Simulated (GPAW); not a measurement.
# NiGePd (P4/nmm) in GPAW: reference runs

Aim: a first look at NiGePd with PBEsol, on the cell as given.

Everything below comes from runs of GPAW 26.7.0. Logs are shortened: lines on timing, memory, paths and dates and some standing lists are left out, and cuts for length are marked. The log counts tension as positive stress, the text compression.

### 1 The crystal as given

Symmetry: P4/nmm, No. 129, tetragonal system. Conventional cell: a = 3.609 Å, b = 3.609 Å, c = 6.216 Å, α = 90.00°, β = 90.00°, γ = 90.00°. Pd (site symmetry 4mm) is surrounded by 5 Ge at 2.46 to 2.65 Å. Around Ge (site symmetry 4mm) lie 4 Ni at 2.36 Å and 5 Pd at 2.46 to 2.65 Å. Around Ni (site symmetry -4m2) lie 4 Ge at 2.36 Å and 4 Ni at 2.55 Å.

The cell comes from a database or a generator and needn't be the stable form of this composition.

### 2 Single point, PBEsol, collinear spin, ferromagnetic start

run.py reads:

```python
from ase import Atoms
from ase.dft.bandgap import bandgap
from ase.io import write
from ase.units import Bohr, GPa
from gpaw import GPAW, PW, setup_paths
from gpaw.elf import elf_from_dft_calculation

setup_paths.insert(0, '.')

atoms = Atoms(['Pd', 'Pd', 'Ge', 'Ge', 'Ni', 'Ni'],
              cell=[[3.60945918, 0.0, 0.0],
                    [0.0, 3.60945918, 0.0],
                    [0.0, 0.0, 6.21631086]],
              scaled_positions=[[0.0, 0.5, 0.36025244],
                                [0.5, 0.0, 0.63974756],
                                [0.0, 0.5, 0.75599387],
                                [0.5, 0.0, 0.24400613],
                                [0.0, 0.0, 0.0],
                                [0.5, 0.5, 0.0]],
              pbc=True)
atoms.set_initial_magnetic_moments([0.0, 0.0, 0.0, 0.0, 1.0, 1.0])

calc = GPAW(mode=PW(600),
            xc='PBEsol',
            kpts={'size': (7, 7, 5), 'gamma': True},
            occupations={'name': 'fermi-dirac', 'width': 0.05},
            nbands=61,
            convergence={'density': 1e-05, 'energy': 1e-05},
            maxiter=150,
            txt='gpaw.txt')
atoms.calc = calc
energy = atoms.get_potential_energy()
forces = atoms.get_forces()
stress = atoms.get_stress()
calc.write('gs.gpw')
write('result.traj', atoms)
print(f'Energy: {energy:.6f} eV')
print('Forces (eV/A):')
print(forces.round(4))
print('Stress (GPa):', (stress / GPa).round(3))
print('Moments:', calc.get_magnetic_moments().round(3))
print('Fermi level:', round(calc.get_fermi_level(), 4), 'eV')
print(f'Gap: {bandgap(calc)[0]:.4f} eV, direct: {bandgap(calc, direct=True)[0]:.4f} eV')

# fields on the real-space grid
write('density.cube', atoms, data=calc.get_pseudo_density() * Bohr**3)
write('potential.cube', atoms, data=calc.get_electrostatic_potential())
write('spin.cube', atoms, data=(calc.get_pseudo_density(spin=0) - calc.get_pseudo_density(spin=1)) * Bohr**3)
write('elf.cube', atoms, data=elf_from_dft_calculation(calc).data)
```

Potentials or basis: PAW data sets generated in the run's folder for this functional, pw.

Command:

```bash
$ gpaw-setup -f PBEsol Ge Ni Pd
$ OMP_NUM_THREADS=1 python run.py
```

gpaw.txt:

```text
__  _  _
 | _ |_)|_||  |
 |__||  | ||/\| - 26.7.0

Input parameters:
  mode=PW(ecut=600.0),
  convergence={'density': 1e-05, 'energy': 1e-05},
  kpts=MonkhorstPack(size=(7, 7, 5), gamma=True),
  maxiter=150,
  nbands=61,
  occupations=Occupations(name='fermi-dirac', width=0.05),
  xc=XC(name='PBEsol')

Diagonalizing LCAO Hamiltonian
Converting LCAO to pw mode
   .--------.
  /|        |
 * |        |
 |Ge        |
 | |        |
 | | Pd     |
 |Pd        |
 | |        |
 | .-Ge-----.
 |/   Ni   /
 Ni-------*

Atoms  # Å, Bohr magnetons
|   | symbol |        x |        y |        z |    initial magnetic moments |
|---|--------|----------|----------|----------|-----------------------------|
| 0 |     Pd | 0.000000 | 1.804730 | 2.239441 | ( 0.0000,  0.0000,  0.0000) |
| 1 |     Pd | 1.804730 | 0.000000 | 3.976870 | ( 0.0000,  0.0000,  0.0000) |
| 2 |     Ge | 0.000000 | 1.804730 | 4.699493 | ( 0.0000,  0.0000,  0.0000) |
| 3 |     Ge | 1.804730 | 0.000000 | 1.516818 | ( 0.0000,  0.0000,  0.0000) |
| 4 |     Ni | 0.000000 | 0.000000 | 0.000000 | ( 0.0000,  0.0000,  1.0000) |
| 5 |     Ni | 1.804730 | 1.804730 | 0.000000 | ( 0.0000,  0.0000,  1.0000) |

Unit cell  # Å
| periodic |        x |        y |        z |  lengths |    angles |
|----------|----------|----------|----------|----------|-----------|
|      yes | 3.609459 | 0.000000 | 0.000000 | 3.609459 | 90.000000 |
|      yes | 0.000000 | 3.609459 | 0.000000 | 3.609459 | 90.000000 |
|      yes | 0.000000 | 0.000000 | 6.216311 | 6.216311 | 90.000000 |

Number of symmetries: 8
Symmetry operations  # r_c * U_cc + t_c -> r_c
|   | kind |            matrix            |
|---|------|------------------------------|
| 0 |  E   |  1, 0, 0,  0, 1, 0,  0, 0, 1 |
| 1 |  σ   |  1, 0, 0,  0,-1, 0,  0, 0, 1 |
| 2 |  C2  |  0, 1, 0,  1, 0, 0,  0, 0,-1 |
| 3 |  S4  |  0, 1, 0, -1, 0, 0,  0, 0,-1 |
| 4 |  S4  |  0,-1, 0,  1, 0, 0,  0, 0,-1 |
| 5 |  C2  |  0,-1, 0, -1, 0, 0,  0, 0,-1 |
| 6 |  σ   | -1, 0, 0,  0, 1, 0,  0, 0, 1 |
| 7 |  C2  | -1, 0, 0,  0,-1, 0,  0, 0, 1 |

BZ-sampling:
  Number of BZ points: 245
  Number of IBZ points: 30

  Monkhorst-Pack size: [7, 7, 5]
  Monkhorst-Pack shift: [0, 0, 0]

K-points  # in reciprocal-cell coordinates
|     |                                coordinates |     weight |
|-----|--------------------------------------------|------------|
|   0 | (  0.00000000,   0.00000000,   0.00000000) | 0.00408163 |
|   1 | (  0.00000000,   0.00000000,   0.20000000) | 0.00816327 |
|   2 | (  0.00000000,   0.00000000,   0.40000000) | 0.00816327 |
|   3 | (  0.14285714,   0.00000000,   0.00000000) | 0.01632653 |
|   4 | (  0.14285714,   0.00000000,   0.20000000) | 0.03265306 |
|   5 | (  0.14285714,   0.00000000,   0.40000000) | 0.03265306 |
|   6 | (  0.14285714,   0.14285714,   0.00000000) | 0.01632653 |
|   7 | (  0.14285714,   0.14285714,   0.20000000) | 0.03265306 |
|   8 | (  0.14285714,   0.14285714,   0.40000000) | 0.03265306 |
|   9 | (  0.28571429,   0.00000000,   0.00000000) | 0.01632653 |
| ... |                                            |            |
|  29 | (  0.42857143,   0.42857143,   0.40000000) | 0.03265306 |

Plane wave coefficients: 2718
Cutoff: 600.0 eV

Spin-components: 2 (collinear spins)
Bands:           61
Projectors:      34
Spin-degeneracy: 1
Datatype:        complex128

Parallelization:
  kpt:    1
  domain: 1
  band:   1

Density:
  Valence electrons: 72.0
  Components: 2
  Grid points: [21 21 36]
  Charge: 0.0  # |e|

Potential:
  Grid points: [21 21 36]

species:
  Pd:
    name:    Palladium
    Z:       46.0
    valence: 16
    core:    30
    charge:  0.0  # [|e|]
    compensation charges:
      type: gauss
      rc: 0.38  # [Å]
      lmax: 2
    cutoffs:
      filter: 2.38  # [Å]
      core: 2.28  # [Å]
    projectors
    | kind |    occ | energy [eV] | rcut [Å] |
    |------|--------|-------------|----------|
    |   5s |  0.000 |      -3.290 |    1.228 |
    |   4p |  6.000 |     -51.151 |    1.360 |
    |   5p |  0.000 |      -0.235 |    1.360 |
    |   4d | 10.000 |      -4.049 |    1.228 |
    |    s |        |      23.922 |    1.228 |
    |    d |        |      23.162 |    1.228 |

    Using partial waves for Pd as LCAO basis

  Ge:
    name:    Germanium
    Z:       32.0
    valence: 4
    core:    28
    charge:  0.0  # [|e|]
    compensation charges:
      type: gauss
      rc: 0.32  # [Å]
      lmax: 2
    cutoffs:
      filter: 1.77  # [Å]
      core: 3.42  # [Å]
    projectors
    | kind |    occ | energy [eV] | rcut [Å] |
    |------|--------|-------------|----------|
    |   4s |  2.000 |     -11.738 |    1.005 |
    |   4p |  2.000 |      -3.898 |    1.005 |
    |    s |        |      15.473 |    1.005 |
    |    p |        |      23.314 |    1.005 |
    |    d |        |       0.000 |    1.005 |

    Using partial waves for Ge as LCAO basis

  Ni:
    name:    Nickel
    Z:       28.0
    valence: 16
    core:    12
    charge:  0.0  # [|e|]
    compensation charges:
      type: gauss
      rc: 0.36  # [Å]
      lmax: 2
    cutoffs:
      filter: 2.14  # [Å]
      core: 1.98  # [Å]
    projectors
    | kind |    occ | energy [eV] | rcut [Å] |
    |------|--------|-------------|----------|
    |   4s |  2.000 |      -5.661 |    1.164 |
    |   3p |  6.000 |     -71.261 |    1.207 |
    |   4p |  0.000 |      -1.193 |    1.207 |
    |   3d |  8.000 |      -8.901 |    1.138 |
    |    s |        |      21.550 |    1.164 |
    |    d |        |      18.310 |    1.138 |

    Using partial waves for Ni as LCAO basis

Reference energy: -471097.897908  # eV

eigensolver:
  PPCG
  Converge bands: occupied
  niter=2

density mixing:
  MSR1-Mixer
  Pratt-step length: 0.05
  Maximum mixing coefficient: 0.75
  Old densities: 10
  SVD Regularization: 0.005
  Good broyden scale: 1.0
  Trust region scale: 1.0
  Backstep threshold: 4.0
  History deletion threshold: 6.0
  Fourier metric: weight=20.0, sigma=0.015

occupation numbers:
  Fermi-Dirac:
    width: 0.0500  # eV

poisson solver:
  ecut: 4800.0  # eV

xc functional:
  name: PBEsol with 2 nearest neighbor stencil

convergence criteria:
- Maximum integral of absolute [dens]ity change: 1e-05 electrons / valence electron
- Maximum [total energy] change in last 3 cyles: 1e-05 eV / valence electron
- Maximum integral of absolute [eigenst]ate change: 4e-08 eV^2 / valence electron
maximum number of iterations: 150

SCF iterations
|iter     | |      energy | eigst |  dens |  magmom |
|---------|-|-------------|-------|-------|---------|
|iter:   1| |  -52.723532 | +0.65 |       |  +2.0017|
|iter:   2| |  -42.092264 | -0.94 | -0.77 |  +1.9059|
|iter:   3| |  -38.133729 | -1.18 | -0.94 |  +1.5658|
|iter:   4| |  -38.077434 | -1.98 | -1.28 |  +1.3196|
|iter:   5| |  -37.868292 | -2.63 | -1.33 |  +0.9950|
|iter:   6| |  -37.917328 | -2.43 | -1.56 |  +0.3865|
|iter:   7| |  -38.016647 | -2.94 | -2.03 |  +0.0345|
|iter:   8| |  -37.958574 | -3.10 | -1.97 |  +0.0279|
|iter:   9| |  -37.949705 | -3.86 | -2.16 |  -0.0521|
|iter:  10| |  -37.950003 | -4.72 | -2.58 |  -0.0224|
|iter:  11| |  -37.950078c| -5.20 | -2.91 |  -0.0069|
|iter:  12| |  -37.950088c| -6.31 | -3.58 |  -0.0017|
|iter:  13| |  -37.950089c| -7.15 | -4.15 |  -0.0003|
|iter:  14| |  -37.950090c| -7.79c| -4.68 |  -0.0001|
|iter:  15| |  -37.950090c| -7.75c| -5.01c|  +0.0000|

Converged in 15 steps
Energy contributions relative to reference atoms: (reference = -471097.897908)

Energy contributions:
  Kinetic:          36.346948
  Coulomb:         -36.015055
  Zero:             -0.154188
  External:          0.000000
  Xc:              -38.124515
  Entropy:          -0.006560
  Spinorbit:         0.000000
  ----------------------------
  Free energy:     -37.953370
  Extrapolated:    -37.950090

dipole moment: (-29.769336, -29.769336, -25.218712)  # |e|*Ang

Total magnetic moment: (0.000000, 0.000000, 0.000049)

Local magnetic moments
|        x |        y |         z |
|----------|----------|-----------|
| 0.000000 | 0.000000 |  0.000011 |  # Pd   0
| 0.000000 | 0.000000 |  0.000011 |  # Pd   1
| 0.000000 | 0.000000 |  0.000011 |  # Ge   2
| 0.000000 | 0.000000 |  0.000011 |  # Ge   3
| 0.000000 | 0.000000 |  0.000003 |  # Ni   4
| 0.000000 | 0.000000 | -0.000031 |  # Ni   5

Fermi level: 10.062
Eigenvalues  # (at kpt = [0.000, 0.000, 0.000])
| band index |      eig [eV] | occ [0-1] |      eig [eV] | occ [0-1] |
|------------|---------------|-----------|---------------|-----------|
|          0 |       -53.704 |     1.000 |       -53.704 |     1.000 |
|        ... |               |           |               |           |
|         29 |         8.022 |     1.000 |         8.022 |     1.000 |
|         30 |         8.184 |     1.000 |         8.184 |     1.000 |
|         31 |         8.184 |     1.000 |         8.184 |     1.000 |
|         32 |         8.502 |     1.000 |         8.502 |     1.000 |
|         33 |         8.995 |     1.000 |         8.995 |     1.000 |
|         34 |         9.570 |     1.000 |         9.570 |     1.000 |
|         35 |         9.588 |     1.000 |         9.588 |     1.000 |
|         36 |         9.588 |     1.000 |         9.588 |     1.000 |
|         37 |        13.952 |     0.000 |        13.952 |     0.000 |
|         38 |        13.952 |     0.000 |        13.952 |     0.000 |
|         39 |        14.179 |     0.000 |        14.179 |     0.000 |
|         40 |        14.359 |     0.000 |        14.359 |     0.000 |
|         41 |        14.884 |     0.000 |        14.884 |     0.000 |
|         42 |        16.724 |     0.000 |        16.724 |     0.000 |
|         43 |        16.923 |     0.000 |        16.923 |     0.000 |
|         44 |        16.923 |     0.000 |        16.923 |     0.000 |
|        ... |               |           |               |           |
|         60 |        29.434 |     0.000 |        29.434 |     0.000 |

No gap
No difference between direct/indirect transitions

Forces  # eV/Ang
|       x |       y |        z |
|---------|---------|----------|
| 0.00000 | 0.00000 |  0.00924 |  # Pd   0
| 0.00000 | 0.00000 | -0.00924 |  # Pd   1
| 0.00000 | 0.00000 | -0.22826 |  # Ge   2
| 0.00000 | 0.00000 |  0.22826 |  # Ge   3
| 0.00000 | 0.00000 |  0.00000 |  # Ni   4
| 0.00000 | 0.00000 |  0.00000 |  # Ni   5

Stress tensor  # eV/Ang^3
|        x |        y |        z |
|----------|----------|----------|
| 0.011835 | 0.000000 | 0.000000 |
| 0.000000 | 0.011835 | 0.000000 |
| 0.000000 | 0.000000 | 0.009038 |

# Writing to gs.gpw (mode='')
```

Wall time 8.3 min (1 thread of Arm Neoverse N1, shared host); peak memory 0.35 GiB.

Results:

```
Free energy            : -37.9534 eV
Pressure               : -1.7 GPa
Largest force          : 0.228 eV/Å
Band gap on the k mesh : none (metal or under the smearing width)
Net moment             : 0.00 μB per cell
```

Forces in eV/Å, atoms in the order of the input:
```
Pd   0.000  0.000  0.009
Pd   0.000  0.000 -0.009
Ge   0.000  0.000 -0.228
Ge   0.000  0.000  0.228
Ni   0.000  0.000  0.000
Ni   0.000  0.000  0.000
```

Caveat: the stock nickel data set gives pressures a few GPa off other programs.
